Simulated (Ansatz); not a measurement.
# C₂H₉InO: one species, many methods

One table from this session's results is given with a row withheld; the runs are named, their logs left out.

Program: Ansatz 0.2.0, Gaussian basis. Level of theory: functionals in def2-TZVPP, the program's frozen cores in correlated methods. These are calculated values, not measurements.

Plan: LDA (SPW92), PBE-D4, revPBE-D4, BLYP-D4, r2SCAN-D4, B97M-V, PBE0-D4, B3LYP-D4, r2SCANh-D4, r2SCAN0-D4, HSE06-D4, BHLYP-D4, CAM-B3LYP-D4, LC-ωPBE, ωB97X-V, ωB97M-V, B2PLYP, PBE-QIDH; CCSD(T)/def2-SVP; CCSD(T)/def2-TZVPP; MP2/def2-QZVPP; extrapolation to the limit; RPA on PBE.

**The geometry**

An earlier PBE0-D4 in a triple-zeta def2 set relaxation fixed the geometry. In takes the def2 core potential; no spin-orbit term is included.

SMILES `C[O+](C)[InH3-]`, 13 atoms, charge 0, spin multiplicity 1.

Atoms are counted from 1 here; the program's logs count them from 0.

Bond lengths: C1–O2 1.416 Å, C1–H5 1.089 Å, C1–H6 1.095 Å, C1–H7 1.096 Å, O2–C3 1.416 Å, O2–In4 2.389 Å, C3–H8 1.095 Å, C3–H9 1.096 Å, C3–H10 1.089 Å, In4–H11 1.731 Å, In4–H12 1.731 Å, In4–H13 1.737 Å. Angles: O2–C1–H5 107.3°, O2–C1–H6 110.0°, O2–C1–H7 110.8°, H5–C1–H6 109.6°, H5–C1–H7 109.6°, H6–C1–H7 109.5°, C1–O2–C3 112.7°, C1–O2–In4 115.6°, C3–O2–In4 115.7°, O2–C3–H8 110.0°, O2–C3–H9 110.8°, O2–C3–H10 107.3°, H8–C3–H9 109.5°, H8–C3–H10 109.6°, H9–C3–H10 109.6°, O2–In4–H11 94.8°, O2–In4–H12 94.8°, O2–In4–H13 93.9° and more.

Set-up of the first run:

Contents of in.yaml:

```yaml
crystal:
  periodic: [false, false, false]
  atoms:
    - {symbol: C, position_ang: [-0.440499, 1.268820, -0.678071]}
    - {symbol: O, position_ang: [-0.312082, 0.233069, 0.278212]}
    - {symbol: C, position_ang: [0.683062, 0.505124, 1.247451]}
    - {symbol: In, position_ang: [-0.325946, -1.990224, -0.597050]}
    - {symbol: H, position_ang: [-1.237225, 0.981617, -1.362615]}
    - {symbol: H, position_ang: [-0.704502, 2.207229, -0.180197]}
    - {symbol: H, position_ang: [0.493085, 1.400920, -1.236107]}
    - {symbol: H, position_ang: [0.440939, 1.428320, 1.783438]}
    - {symbol: H, position_ang: [1.667760, 0.602932, 0.777069]}
    - {symbol: H, position_ang: [0.693489, -0.330730, 1.945348]}
    - {symbol: H, position_ang: [-1.790531, -1.783876, -1.496492]}
    - {symbol: H, position_ang: [-0.338884, -2.757180, 0.954830]}
    - {symbol: H, position_ang: [1.191835, -1.800821, -1.420815]}
basis:
  gaussian: {orbitals: def2-TZVPP}
hamiltonian: {xc: lda}
output: {orbitals: {seedname: orbitals}}
```

Steps of the session up to this table: LDA; PBE-D4 (GGA); revPBE-D4 (GGA); BLYP-D4 (GGA); r2SCAN-D4 (meta-GGA); B97M-V (meta-GGA); PBE0-D4 (hybrid); B3LYP-D4 (hybrid); r2SCANh-D4 (hybrid); r2SCAN0-D4 (hybrid); HSE06-D4 (hybrid); BHLYP-D4 (hybrid); CAM-B3LYP-D4 (range-separated); LC-ωPBE-D4 (range-separated; the results give it without D4); ωB97X-V (range-separated); ωB97M-V (range-separated); B2PLYP (double hybrid); PBE-QIDH (double hybrid).

One of the session's tables, all rows but one given; the rest of the session is left out.

It belongs to the step «Orbital energies across the functionals». 

| functional | HOMO (eV) | gap (eV) |
| --- | --- | --- |
| LDA (SPW92) | -6.33 | 4.88 |
| PBE-D4 | -6.25 | 5.08 |
| revPBE-D4 | -6.21 | 5.16 |
| BLYP-D4 | -6.16 | 5.07 |
| r2SCAN-D4 | -6.54 | 5.74 |
| B97M-V | -6.65 | 5.54 |
| PBE0-D4 | -7.42 | 7.01 |
| B3LYP-D4 | ? | ? |
| r2SCANh-D4 | -6.97 | 6.43 |
| r2SCAN0-D4 | -7.62 | 7.44 |
| HSE06-D4 | -7.02 | 6.26 |
| BHLYP-D4 | -8.54 | 8.80 |
| CAM-B3LYP-D4 | -8.79 | 9.18 |
| LC-ωPBE | -10.13 | 11.55 |
| ωB97X-V | -9.81 | 11.11 |
| ωB97M-V | -9.64 | 10.56 |

**Question.** Estimate the row for B3LYP-D4.

Worked estimate for «HOMO (eV)». Against the share of exact exchange, BLYP-D4 (0, -6.16), BHLYP-D4 (0.5, -8.54) give a slope of -4.76 per unit share; at 0.2 the line stands at -7.11.

As computed: HOMO (eV): -7.25; gap (eV): 6.60. In «HOMO (eV)» the line misses by +0.14.
